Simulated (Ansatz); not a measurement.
# GaAsH (doublet): the correlation ladder, cc-pVTZ

An exercise on one series of results from a longer session: the logs are not shown, and one member is left open.

Method: cc-pVTZ, core rule «outside noble gas», up to 28 orbitals frozen; program: Ansatz 0.2.0, Gaussian basis.

Plan: UHF; CCSD(T) on ROHF; CCSD(T) on UHF; BCCD(T) on ROHF; CCSDT(Q) on ROHF; CCSDT(Q) on UHF; CASSCF and MRCISD+Q, 9 electrons in 9 orbitals; CASSCF and NEVPT2, 9 electrons in 9 orbitals.

10 further runs of the same task are left out: 5 for a known fault of the program, 5 set aside as unsound or not needed. Runs told in other sessions of the task aren't counted.

### The geometry

The geometry is a PBE0/def2-TZVP stationary point (not a proven minimum). No spin-orbit coupling is included. The filled d shell of Ga, As may be among the frozen orbitals whatever the setting's name suggests.

3 atoms, charge 0, spin multiplicity 2.

Atoms are counted from 1 here; the program's logs count them from 0.

Bond lengths: Ga1–As2 2.555 Å, As2–H3 1.537 Å. Angles: Ga1–As2–H3 82.5°.

The first run:

in.yaml reads:

```yaml
crystal:
  periodic: [false, false, false]
  atoms:
    - {symbol: Ga, position_ang: [0.000000, -0.483232, 1.643709]}
    - {symbol: As, position_ang: [0.000000, -0.521737, -0.911101]}
    - {symbol: H, position_ang: [0.000000, 1.004969, -0.732608]}
basis:
  gaussian: {orbitals: cc-pVTZ}
magnetization: {spin_polarized: true, initial_magnetization: 1}
hamiltonian: {xc: hf}
output: {orbitals: {seedname: orbitals}}
```

On the command line:

```
$ ansatz run in.yaml --threads 1 --pin off --events-out ev --progress --plain --max-ram 3968MiB --backend cpu
```

Steps of the session up to this table: UHF; CCSD(T) on ROHF; CCSD(T) on UHF; BCCD(T) on ROHF; CCSDT(Q) on ROHF; CCSDT(Q) on UHF; CASSCF and MRCISD+Q, 9 electrons in 9 orbitals; CASSCF and NEVPT2, 9 electrons in 9 orbitals.

One of the session's tables, all rows but one given; the rest of the session is left out.

| method | from UCCSDT(Q) (kcal/mol) |
| --- | --- |
| ROHF | +131.06 |
| UHF | ? |
| RMP2 | +25.00 |
| UMP2 | +25.52 |
| RCCSD | +6.19 |
| UCCSD | +6.05 |
| RCCSD(T) | +1.04 |
| UCCSD(T) | +1.00 |
| BCCD(T) | +1.03 |
| RCCSDT | +0.34 |
| UCCSDT | +0.27 |
| RCCSDT(Q) | +0.07 |
| UCCSDT(Q) | 0 |
| CASSCF valence | +92.91 |
| NEVPT2 valence | +22.15 |
| MRCISD valence | +8.02 |
| MRCISD+Q valence | +1.22 |

**Question.** Estimate the row for UHF.

As computed: from UCCSDT(Q) (kcal/mol): +128.48. In the column «from UCCSDT(Q) (kcal/mol)» it lies between CASSCF valence (+92.91) and ROHF (+131.06).

Caveats from the session: Restricted and unrestricted rows rest on different reference determinants; a gap between their highest levels can come from leftover correlation error, from unlike frozen cores or from another state.
